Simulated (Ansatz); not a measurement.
# CH7ClSn: the cost of one run

All numbers below are computed with Ansatz 0.2.0 (RHF/def2-SVP).

## (1) Starting point

Bond lengths: Sn1–C2 2.500 Å, C2–H3 1.110 Å, C2–H4 1.110 Å, C2–H5 1.110 Å, Sn1–Cl6 2.410 Å, Sn1–H7 1.739 Å, Sn1–H8 1.739 Å, Sn1–H9 2.040 Å. Angles (14 of 16 angles, heavy atoms first): C2–Sn1–Cl6 109.4°, Sn1–C2–H3 109.5°, Sn1–C2–H4 109.5°, Sn1–C2–H5 109.5°, C2–Sn1–H7 109.5°, C2–Sn1–H8 109.5°, C2–Sn1–H9 71.6°, Cl6–Sn1–H7 109.5°, Cl6–Sn1–H8 109.5°, Cl6–Sn1–H9 59.0°, H3–C2–H4 109.4°, H3–C2–H5 109.4°, H4–C2–H5 109.4°, H7–Sn1–H8 109.5°.

As a file:

```xyz
10

Sn    0.0000    0.0000    0.0000
C     0.0000    0.0000    2.5000
H    -0.9996   -0.3092    2.8705
H     0.7676   -0.7111    2.8705
H     0.2320    1.0203    2.8705
Cl    2.2726    0.0000   -0.8025
H    -0.8195    1.4198   -0.5794
H    -0.8195   -1.4198   -0.5794
H     1.3406    1.3966    0.6433
H     1.0504    1.0942    1.6686
```

## (2) Pulling towards end A

Springs on the bonds that form and break draw the guess towards this end; the thresholds are loose.

Contents of input.yaml:

```yaml
crystal:
  periodic: [false, false, false]
  atoms:
    - { symbol: Sn, position_ang: [0.0, 0.0, 0.0] }
    - { symbol: C, position_ang: [0.0, 0.0, 2.5] }
    - { symbol: H, position_ang: [-0.9996, -0.3092, 2.8705] }
    - { symbol: H, position_ang: [0.7676, -0.7111, 2.8705] }
    - { symbol: H, position_ang: [0.232, 1.0203, 2.8705] }
    - { symbol: Cl, position_ang: [2.2726, 0.0, -0.8025] }
    - { symbol: H, position_ang: [-0.8195, 1.4198, -0.5794] }
    - { symbol: H, position_ang: [-0.8195, -1.4198, -0.5794] }
    - { symbol: H, position_ang: [1.3406, 1.3966, 0.6433] }
    - { symbol: H, position_ang: [1.0504, 1.0942, 1.6686] }
basis:
  gaussian: { orbitals: def2-SVP }
hamiltonian:
  xc: hf
relax:
  f_tol: 0.15
  max_steps: 25
  restrain:
    - { distance: [0, 8], at: 2.94, k: 30.0 }
    - { distance: [9, 1], at: 2.31, k: 30.0 }
    - { distance: [0, 1], at: 2.15, k: 30.0 }
    - { distance: [9, 8], at: 0.66, k: 30.0 }
output:
  orbitals: {}
```

The run is started by

```
ansatz run input.yaml --threads 1 --pin off --max-ram 2048MiB --backend cpu --events-out ev --progress --plain --runs-dir out
```

What time and memory should one allow on 1 thread of Arm Neoverse V2, shared host?

About 17 s, with a peak of 0.19 GiB.
